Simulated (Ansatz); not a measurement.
# HOTe: the cost of one run

Method: single points in def2-TZVPPD; program: Ansatz 0.2.0, Gaussian basis.

Cores are frozen in the correlated methods. Filled d shells of the heavier atoms are correlated. Core potentials replace the inner electrons past krypton, and spin-orbit coupling is left out.

1 further run of the same task is left out (it didn't finish).

**1. The starting structure**

SMILES `[O-][TeH]`, 3 atoms, charge -1, spin multiplicity 1.

Atoms are counted from 1 here; the program's logs count them from 0.

Bond lengths: O1–Te2 1.915 Å, Te2–H3 1.639 Å. Angles: O1–Te2–H3 102.1°.

As a file:

```xyz
3

O     0.2334    1.4852    0.2927
Te   -0.6739   -0.0631   -0.3750
H     0.3495   -1.2715    0.0495
```

**2. PBE-D4/def2-TZVPPD**

Contents of run/in.yaml:

```yaml
crystal:
  periodic: [false, false, false]
  atoms:
    - {symbol: O, position_ang: [0.233413, 1.485228, 0.292660]}
    - {symbol: Te, position_ang: [-0.673919, -0.063093, -0.375033]}
    - {symbol: H, position_ang: [0.349537, -1.271485, 0.049459]}
basis:
  gaussian: {orbitals: "def2-TZVPPD.json"}
total_charge: -1
hamiltonian: {xc: pbe, dispersion: d4}
output: {forces: true}
```

The basis file named in the input lies beside it (Basis Set Exchange, JSON).

Command:

```
ansatz run in.yaml --threads 2 --pin off --events-out ev --progress --plain --max-ram 3481MiB
```

Q: Estimate wall time and peak memory on 2 threads of Arm Neoverse V1, shared host.

About 1.1 s, with a peak of 0.12 GiB.
